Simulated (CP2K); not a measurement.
Runs of CP2K 2026.2 on Ba2Tl5V3O12. The typed cell holds 22 atoms: a = 6.653 Å, b = 8.840 Å, c = 9.892 Å, α = 71.07°, β = 73.99°, γ = 70.69°. The cell was built by a generator and needn't be a form met in nature.

```csv
task,level,potentials or basis,k mesh,smearing,EPS_DEFAULT,NGRIDS,CUTOFF of the grids,cutoff radius of the dispersion sum (A),points a segment of the path (NPOINTS),gap on the mesh (eV),pressure (GPa),moment (μB)
single point,PBEsol,"GTH_POTENTIALS Ba GTH-PBE-q10, V GTH-PBE-q13, Tl GTH-PBE-q13, O GTH-PBE-q6; DZVP-MOLOPT-SR-GTH basis",4 × 3 × 3,fermi-dirac 0.05 eV,1.0E-9,5,900 Ry,-,-,(a),-1.5,0.00
single point,PBE+D3(BJ),"GTH_POTENTIALS Ba GTH-PBE-q10, V GTH-PBE-q13, Tl GTH-PBE-q13, O GTH-PBE-q6; DZVP-MOLOPT-SR-GTH basis",4 × 3 × 3,fermi-dirac 0.05 eV,1.0E-9,5,600 Ry,20,-,2.83,(b),0.00
single point,r2SCAN,"GTH_POTENTIALS Ba GTH-PBE-q10, V GTH-PBE-q13, Tl GTH-PBE-q13, O GTH-PBE-q6; DZVP-MOLOPT-SR-GTH basis",4 × 3 × 3,fermi-dirac 0.05 eV,1.0E-9,5,900 Ry,-,-,3.19,-1.4,0.00
band structure,PBE,"GTH_POTENTIALS Ba GTH-PBE-q10, V GTH-PBE-q13, Tl GTH-PBE-q13, O GTH-PBE-q6; DZVP-MOLOPT-SR-GTH basis",4 × 3 × 3,fermi-dirac 0.0259 eV,1.0E-10,5,600 Ry,-,8,2.83,0.8,0.00
electron localisation function,PBE,"GTH_POTENTIALS Ba GTH-PBE-q10, V GTH-PBE-q13, Tl GTH-PBE-q13, O GTH-PBE-q6; DZVP-MOLOPT-SR-GTH basis",4 × 3 × 3,fermi-dirac 0.1 eV,1.0E-9,5,600 Ry,-,-,2.83,0.8,0.00
single point,PBE,"POTENTIAL_UZH Ba GTH-PBE-q10, V GTH-PBE-q13, Tl GTH-PBE-q13, O GTH-PBE-q6; DZVP-MOLOPT-PBE-GTH basis",5 × 4 × 3,fermi-dirac 0.05 eV,1.0E-10,5,600 Ry,-,-,2.85,(c),0.00
band structure,PBE,"GTH_POTENTIALS Ba GTH-PBE-q10, V GTH-PBE-q13, Tl GTH-PBE-q13, O GTH-PBE-q6; DZVP-MOLOPT-SR-GTH basis",4 × 3 × 3,fermi-dirac 0.05 eV,1.0E-9,4,600 Ry,-,8,2.83,0.8,0.00
single point,RPBE,"GTH_POTENTIALS Ba GTH-PBE-q10, V GTH-PBE-q13, Tl GTH-PBE-q13, O GTH-PBE-q6; DZVP-MOLOPT-SR-GTH basis",4 × 3 × 3,fermi-dirac 0.05 eV,1.0E-9,5,900 Ry,-,-,2.92,2.7,0.00
```

Alike in all rows: spin collinear, ferromagnetic start; cell as given.

Problem. Estimate the missing entries.

Solution. (a) 2.77; (b) -0.2; (c) 1.2.

Caveats: spin-orbit coupling is left out, which as a rule narrows the gap of such compounds by several tenths of an eV; the basis of atomic orbitals isn't converged, which shifts pressures, moduli and gaps; an odd mesh through Γ misses points on the zone boundary, where band edges often lie (some runs); the potentials were made for another functional, which shifts forces and pressure (some runs).

A k mesh can miss the band edges, and the runs leave out spin-orbit coupling on Ba, Tl.

Not every run made on this cell is shown here.
